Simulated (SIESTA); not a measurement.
GdO:

```
Gd O
1.0
     0.00000    2.70000    2.70000
     2.70000    0.00000    2.70000
     2.70000    2.70000    0.00000
Gd O
1 1
Direct
  0.00000 0.00000 0.00000
  0.75000 0.75000 0.75000
```

```yaml
Program: SIESTA 5.4.2
Task: single point
Functional: PBEsol
Potentials_or_basis: PseudoDojo 0.4 standard with PseudoDojo 3+ lanthanides (4f in the core) (PBE and PBEsol files)
Basis: DZP (energy shift 0.003 Ry; two zetas on semicore shells)
Grid_cutoff: 800 Ry
Energy_shift: 0.003 Ry
k_mesh: 9 × 9 × 9
Occupations: fermi-dirac, width 0.05 eV
Spin: collinear spin, ferromagnetic start
Starting_moments: "[7.0, 0.0] μB"
```

On this cell: pressure -4.9 GPa; largest force zero by symmetry; net moment 0.91 μB per cell; site moments Gd +0.90; O +0.01 μB; band gap on the k mesh none (metal or under the smearing width).

The same run follows on a disturbed copy (atoms moved at random, drawn with an rms of 0.05 Å):

```xyz
2
Lattice="0.0000 2.7000 2.7000 2.7000 0.0000 2.7000 2.7000 2.7000 0.0000" Properties=species:S:1:pos:R:3 pbc="T T T"
Gd    0.0679   -0.0453   -0.0340
O     4.0854    4.1013    4.0427
```

**Question.** What does the disturbed cell give?

**Answer.** The energy (extrapolated to zero smearing) moves by +4.7 meV/atom; pressure -4.4 GPa; largest force 0.218 eV/Å; net moment 0.87 μB per cell; site moments Gd +0.86; O +0.00 μB; band gap on the k mesh none (metal or under the smearing width).

Forces on the atoms (eV/Å):
```
Gd  -0.034  0.215  0.001
O    0.035 -0.216 -0.001
```

Stress tensor (GPa, compression positive):
```
-4.51 -0.17  0.57
-0.17 -4.29  0.03
 0.57  0.03 -4.52
```

Caveats: the potentials were made for another functional, which shifts forces and pressure; spin-orbit coupling is left out, which moves the levels of the heavy elements; the 4f electrons are frozen in the core as for a trivalent ion, so they carry no moment and show no levels; the basis of atomic orbitals isn't converged, which shifts pressures, moduli and gaps; a cell with one magnetic atom can't hold antiferromagnetic order, which such compounds often take.
